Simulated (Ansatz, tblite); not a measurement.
**Si(OAc)H3 (C2H6O2Si): rung by rung**

An exercise on one series of results from a longer session: the logs are not shown, and one member is left open.

The runs use Ansatz 0.2.0, Gaussian basis; as each input shows.

Levels to be run: GFN1-xTB, GFN2-xTB, PBE-D4/def2-TZVP, r2SCAN-D4/def2-TZVP, BLYP-D4/def2-TZVP, B97M-V/def2-TZVP, B2PLYP/def2-TZVP, ωB97M-V/def2-TZVP, BHLYP-D4/def2-TZVP, LDA/def2-TZVP, CAM-B3LYP-D4/def2-TZVP, PBE-D4/def2-SVP, PBE0-D4/def2-SVP, HF/STO-3G, HF/6-31G, B3LYP-D4/6-31G, PBE0-D4/def2-TZVPD, PBE-D4/def2-TZVPD, r2SCAN-D4/def2-TZVPD, CCSD(T)/def2-TZVP, RPA/def2-TZVP.

**The relaxed structure**

The geometry is that of the singlet, from an earlier relaxation (r2SCAN-D4/def2-SVP).

11 atoms, charge 0, spin multiplicity 1.

Bond lengths: Si1–O2 1.722 Å, Si1–H9 1.486 Å, Si1–H10 1.486 Å, Si1–H11 1.486 Å, O2–C3 1.350 Å, C3–C4 1.499 Å, C3–O5 1.211 Å, C4–H6 1.096 Å, C4–H7 1.101 Å, C4–H8 1.100 Å. Angles: O2–Si1–H9 110.6°, O2–Si1–H10 110.6°, O2–Si1–H11 102.6°, H9–Si1–H10 112.0°, H9–Si1–H11 110.4°, H10–Si1–H11 110.4°, Si1–O2–C3 116.1°, O2–C3–C4 112.6°, O2–C3–O5 121.5°, C4–C3–O5 125.9°, C3–C4–H6 110.1°, C3–C4–H7 109.5°, C3–C4–H8 109.7°, H6–C4–H7 110.3°, H6–C4–H8 110.5°, H7–C4–H8 106.8°.

PBE0-D4/def2-TZVP was run before; its log isn't repeated, and its numbers join the tables.

The first run:

Tight binding, by tblite at 300 K electronic temperature and without a spin-polarisation term:

```python
tblite.interface.Calculator('GFN1-xTB', numbers, positions, charge=0, uhf=0).singlepoint()
```

Tight binding, by tblite at 300 K electronic temperature and without a spin-polarisation term:

```python
tblite.interface.Calculator('GFN2-xTB', numbers, positions, charge=0, uhf=0).singlepoint()
```

start.molden holds the orbitals of an earlier run on this state, given as this run's starting guess.

in.yaml

```yaml
crystal:
  periodic: [false, false, false]
  atoms:
    - {symbol: Si, position_ang: [-0.322198, -0.622826, -1.879108]}
    - {symbol: O, position_ang: [-0.336885, -0.609516, -0.157235]}
    - {symbol: C, position_ang: [0.244263, 0.456348, 0.433279]}
    - {symbol: C, position_ang: [0.190889, 0.387036, 1.929751]}
    - {symbol: O, position_ang: [0.744127, 1.345967, -0.218869]}
    - {symbol: H, position_ang: [0.654751, 1.279953, 2.364047]}
    - {symbol: H, position_ang: [0.711424, -0.519419, 2.274662]}
    - {symbol: H, position_ang: [-0.855263, 0.298008, 2.259276]}
    - {symbol: H, position_ang: [1.072872, -0.657215, -2.389633]}
    - {symbol: H, position_ang: [-1.081931, 0.535634, -2.416488]}
    - {symbol: H, position_ang: [-1.022059, -1.893961, -2.199673]}
basis:
  gaussian: {orbitals: def2-TZVP, initial_orbitals: start.molden}
hamiltonian: {xc: pbe, dispersion: d4}
scf: {omitted_lower_state_checks: [starts]}
output: {orbitals: {seedname: orbitals}}
```

Launch:

```console
$ ansatz run in.yaml --threads 4 --pin off --events-out ev --progress --plain --max-ram 3916MiB
```

Among the steps run: PBE-D4/def2-TZVP; r2SCAN-D4/def2-TZVP; BLYP-D4/def2-TZVP; B97M-V/def2-TZVP; B2PLYP/def2-TZVP; ωB97M-V/def2-TZVP; BHLYP-D4/def2-TZVP; LDA/def2-TZVP; CAM-B3LYP-D4/def2-TZVP; PBE-D4/def2-SVP; PBE0-D4/def2-SVP; HF/STO-3G; HF/6-31G; B3LYP-D4/6-31G; PBE0-D4/def2-TZVPD; PBE-D4/def2-TZVPD; r2SCAN-D4/def2-TZVPD; CCSD(T)/def2-TZVP; RPA/def2-TZVP.

One of the session's tables, all rows but one given; the rest of the session is left out.

It belongs to the step «Levels side by side». 

```
                 level  HOMO (eV)  LUMO (eV)  gap (eV)
             HF/STO-3G      -8.83       8.70     17.53
              HF/6-31G     -12.45       3.45     15.90
         LDA/def2-TZVP      -6.78      -1.50      5.29
       PBE-D4/def2-SVP      -6.38      -1.04      5.34
      PBE-D4/def2-TZVP      -6.58      -1.24      5.34
     PBE-D4/def2-TZVPD      -6.63      -1.32      5.31
     BLYP-D4/def2-TZVP      -6.49      -1.14      5.35
   r2SCAN-D4/def2-TZVP          ?          ?         ?
  r2SCAN-D4/def2-TZVPD      -6.95      -1.02      5.93
      B97M-V/def2-TZVP      -7.08      -0.88      6.20
        B3LYP-D4/6-31G      -7.77      -0.19      7.58
      PBE0-D4/def2-SVP      -8.14       0.06      8.20
     PBE0-D4/def2-TZVP      -8.24      -0.09      8.16
    PBE0-D4/def2-TZVPD      -8.28      -0.17      8.11
    BHLYP-D4/def2-TZVP      -9.88       0.94     10.82
CAM-B3LYP-D4/def2-TZVP      -9.74       1.06     10.80
     ωB97M-V/def2-TZVP     -10.70       1.75     12.45
```

**Question.** Estimate the row for r2SCAN-D4/def2-TZVP.

The run gave: HOMO (eV): -6.92; LUMO (eV): -0.97; gap (eV): 5.95. In the column «HOMO (eV)» it lies between r2SCAN-D4/def2-TZVPD (-6.95) and LDA/def2-TZVP (-6.78).
